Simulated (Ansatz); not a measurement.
# HfB2: response to strain

HfB2 is deformed so: zz strain of -2 %. What stress and forces result, by LAPW, PAW and all-electron datasets made for the crystal?

Computed with Ansatz 0.2.0 (DFT PBEsol, scalar-relativistic, unless a step's input says otherwise).

### 1 The starting structure

The structure is hexagonal, space group P6/mmm (No. 191). Conventional cell: a = 3.140 Å, b = 3.140 Å, c = 3.480 Å, α = 90.00°, β = 90.00°, γ = 120.00°. Hf (site symmetry 6/mmm) has 12 B at 2.51 Å as nearest neighbours. B (site symmetry -6m2) has 3 B at 1.81 Å and 6 Hf at 2.51 Å as nearest neighbours.

Coordinates:

```xyz
3
Lattice="3.1400 0.0000 0.0000 -1.5700 2.7193 0.0000 0.0000 0.0000 3.4800" Properties=species:S:1:pos:R:3 pbc="T T T"
Hf    0.0000    0.0000    0.0000
B     0.0000    1.8129    1.7400
B     1.5700    0.9064    1.7400
```

Atoms are numbered in the order of the input: Hf1, B2, B3.

### 2 After the deformation

Space group P6/mmm before, P6/mmm after.

### 3 All-electron LAPW

The input, input.yaml:

```yaml
crystal:
  lattice:
    - [3.1400001005, 0.0, 0.0]
    - [-1.5700000503, 2.7193198549, 0.0]
    - [0.0, 0.0, 3.4104]
  atoms:
    - { symbol: Hf, position: [0.0, 0.0, 0.0] }
    - { symbol: B, position: [0.3333333333, 0.6666666667, 0.5] }
    - { symbol: B, position: [0.6666666667, 0.3333333333, 0.5] }
kpoints:
  mp_grid: { grid: [13, 13, 11] }
  band_path:
    path:
      - [0.0, 0.0, 0.0]
      - [0.5, 0.0, 0.0]
      - [0.3333333333, 0.3333333333, 0.0]
      - [0.0, 0.0, 0.0]
      - [0.0, 0.0, 0.5]
      - [0.5, 0.0, 0.5]
      - [0.3333333333, 0.3333333333, 0.5]
      - [0.0, 0.0, 0.5]
      - [0.5, 0.0, 0.5]
    npoints: 5
scf:
  occupations: { method: fermi_dirac, width: 0.05 }
hamiltonian:
  xc: pbesol
  pseudopotentials: { kind: all_electron, lapw: { basis_error: 0.0005 } }
output:
  forces: true
  stress: true
  eigenvalues: true
```

The run is started by

```console
$ ansatz run input.yaml --threads 1 --pin off --max-ram 6144MiB --backend cpu --events-out ev --progress --plain --runs-dir out
```

### 4 PAW on the default files

The input, input.yaml:

```yaml
crystal:
  lattice:
    - [3.1400001005, 0.0, 0.0]
    - [-1.5700000503, 2.7193198549, 0.0]
    - [0.0, 0.0, 3.4104]
  atoms:
    - { symbol: Hf, position: [0.0, 0.0, 0.0] }
    - { symbol: B, position: [0.3333333333, 0.6666666667, 0.5] }
    - { symbol: B, position: [0.6666666667, 0.3333333333, 0.5] }
kpoints:
  mp_grid: { grid: [13, 13, 11] }
scf:
  occupations: { method: fermi_dirac, width: 0.05 }
hamiltonian:
  xc: pbesol
  pseudopotentials: { kind: paw }
output:
  forces: true
  stress: true
  eigenvalues: true
  efg: { contact_densities: true }
  write_density: true
  write_potential: true
  elf: true
  volumetric_format: npy
```

### 5 Datasets made for this crystal

input.yaml, as its differences from that of step 4:

```diff
@@ -15,3 +15,3 @@
   xc: pbesol
-  pseudopotentials: { kind: paw }
+  pseudopotentials: { kind: all_electron, datasets: crystal }
 output:
@@ -21,5 +21 @@
   efg: { contact_densities: true }
-  write_density: true
-  write_potential: true
-  elf: true
-  volumetric_format: npy
```

(Steps that only read results are left out.)

**Question.** What will these runs give? Wanted: pressure; largest shear or deviatoric stress.

**Answer**, as computed:

| quantity | value |
| --- | --- |
| pressure | LAPW 0.47, PAW 0.40, crystal datasets 0.47 GPa |
| largest shear or deviatoric stress (LAPW) | 3.60 GPa |

In words: The largest part of the stress beyond the pressure is 3.60 GPa in size, in the zz component; the atoms are carried along and not relaxed. No run of the undeformed cell stands beside it, so the pressure holds what the given cell had before the change. PAW: stress within 0.12 GPa of LAPW. Crystal datasets: stress within 0.01 GPa of LAPW. Spin-orbit coupling is left out, though the cell holds Hf; in elements this heavy it can shift bands and gaps by tenths of an eV.
